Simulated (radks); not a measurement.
# Dipole-allowed lines with 11 electrons: Mg⁺, Al²⁺, Si³⁺, P⁴⁺, S⁵⁺

An exercise on one series of results from a longer session: the logs are not shown, and one member is left open.

Program: radks (a radial shooting solver on a logarithmic mesh, Libxc functionals) version 1. Level of theory: non-relativistic Kohn-Sham, PBE, spin-polarised, spherical densities, point nucleus; open shells are filled with parallel spins first. These are calculated values, not measurements, unless marked.

## What is computed

```
species : Mg⁺ ([Ne] 3s1), Al²⁺ ([Ne] 3s1), Si³⁺ ([Ne] 3s1), P⁴⁺ ([Ne] 3s1), S⁵⁺ ([Ne] 3s1)
```

The first run:

The run's settings:

```text
Z 12
configuration [Ne] 3s1 3p0 4s0 3d0 4f0
relativity non-relativistic
functional pbe,pbe
spin polarised
nucleus point
response adiabatic LDA kernel, real frequencies
```

Started as:

```bash
$ python run_ks.py task.json out
```

The same process makes all the runs of this session.

Among the steps run: Mg⁺, [Ne] 3s1; Al²⁺, [Ne] 3s1; Si³⁺, [Ne] 3s1; P⁴⁺, [Ne] 3s1; S⁵⁺, [Ne] 3s1.

One of the session's tables, all rows but one given; the rest of the session is left out.

| species | −ε(HOMO) (eV) | first line (eV) | strongest line (eV) | static α (bohr³) |
| --- | --- | --- | --- | --- |
| Mg⁺ | 11.899 | 4.660 | 4.660 | 31.38 |
| Al²⁺ | ? | ? | ? | ? |
| Si³⁺ | 40.317 | 9.283 | 9.283 | 6.678 |
| P⁴⁺ | 59.402 | 11.512 | 11.512 | 3.991 |
| S⁵⁺ | 81.630 | 13.712 | 13.712 | 2.596 |

**Question.** Estimate the row for Al²⁺.

The run gave: −ε(HOMO) (eV): 24.440; first line (eV): 7.009; strongest line (eV): 7.009; static α (bohr³): 12.78. In the column «−ε(HOMO) (eV)» it lies between Mg⁺ (11.899) and Si³⁺ (40.317).

What this shows: In Mg⁺ the response moves the first line 0.267 eV above the bare orbital gap, and the lines found carry 98 % of the static polarisability. Against the values (averaged over fine structure) of the NIST Handbook of Basic Atomic Spectroscopic Data the first line is off by +0.23 eV in Mg⁺. Very weak lines can be missed, and lines above minus the highest eigenvalue dissolve into this model's continuum.
